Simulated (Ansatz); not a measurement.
# LaS: how the settings move a relaxation

Question: which choices in the input matter for LaS?

Program: Ansatz 0.2.0. Level of theory: reference: DFT, r2SCAN, PAW with Ansatz's default frozen-core files, scalar-relativistic. These are calculated values, not measurements.

## (1) The structure to begin with

The structure is monoclinic, space group Cm (No. 8). Conventional cell: a = 7.170 Å, b = 4.139 Å, c = 4.139 Å, α = 90.00°, β = 125.26°, γ = 90.00°. La (site symmetry m) has 6 S at 2.90 to 2.95 Å as nearest neighbours. Around S (site symmetry m) lie 6 La at 2.90 to 2.95 Å.

The space group Cm holds at a tolerance of 0.01 Å; at 0.001 Å the coordinates give P1. Cell or atoms stand a little off a more symmetric structure (Fm-3m at a tolerance of 0.3 Å), so results at this geometry aren't those of that ideal crystal.

As a file:

```
La S
1.0
     0.00000    2.92700    2.92700
     2.92700    0.00000    2.92700
     2.92700    2.92700    0.00000
La S
1 1
Direct
  0.99217 0.00994 0.00197
  0.50143 0.51019 0.49437
```

## (2) Reference

Contents of input.yaml:

```yaml
crystal:
  lattice:
    - [0.0, 2.927, 2.927]
    - [2.927, 0.0, 2.927]
    - [2.927, 2.927, 0.0]
  atoms:
    - { symbol: La, position: [-0.00783269, 0.00993883, 0.00197323] }
    - { symbol: S, position: [0.50142975, 0.51018614, 0.49437457] }
kpoints:
  mp_grid: { grid: [7, 7, 7] }
scf:
  occupations: { method: fermi_dirac, width: 0.02 }
hamiltonian:
  xc: r2scan
  pseudopotentials: { kind: paw }
output:
  forces: true
  stress: true
  efg: { contact_densities: true }
relax:
  f_tol: 0.01
  max_steps: 80
  cell: {}
```

Started as:

```
ansatz run input.yaml --threads 1 --pin off --max-ram 2048MiB --backend cpu --events-out ev --progress --plain --runs-dir out
```

## (3) Changed: ecutwfc 250 eV

input.yaml, as its differences from that of step 2:

```diff
@@ -19,2 +19,6 @@
   efg: { contact_densities: true }
+  write_density: true
+  write_potential: true
+  elf: true
+  volumetric_format: npy
 relax:
@@ -23 +27,3 @@
   cell: {}
+basis:
+  ecutwfc: "250 eV"
```

Q: Predict the outcome of this session. Wanted: for each run, ending; energy change; pressure; gap; force.

As calculated:

| run | ending | energy change | pressure (GPa) | gap (eV) | force (eV/Å) | cycles | time |
| --- | --- | --- | --- | --- | --- | --- | --- |
| reference | converged | 0 | 0.0 | 0.00 | 0.00 | 30 | 2.4 min |
| 1: ecutwfc 250 eV | converged | +181.9 meV/atom | 0.0 | 0.00 | 0.00 | 49 | 1.7 min |

Times don't compare one to one where runs were asked for different outputs or read a saved state (see the inputs); cycles may leave out searches for a lower state.

What this shows: Changing the cutoff moves the energy by +181.9 meV/atom. The log warns that the cutoff is under what these potentials recommend, so the shift is basis error. Run 1 ran under the cutoff that the potentials recommend, as the log warns, so basis error is mixed into its values.
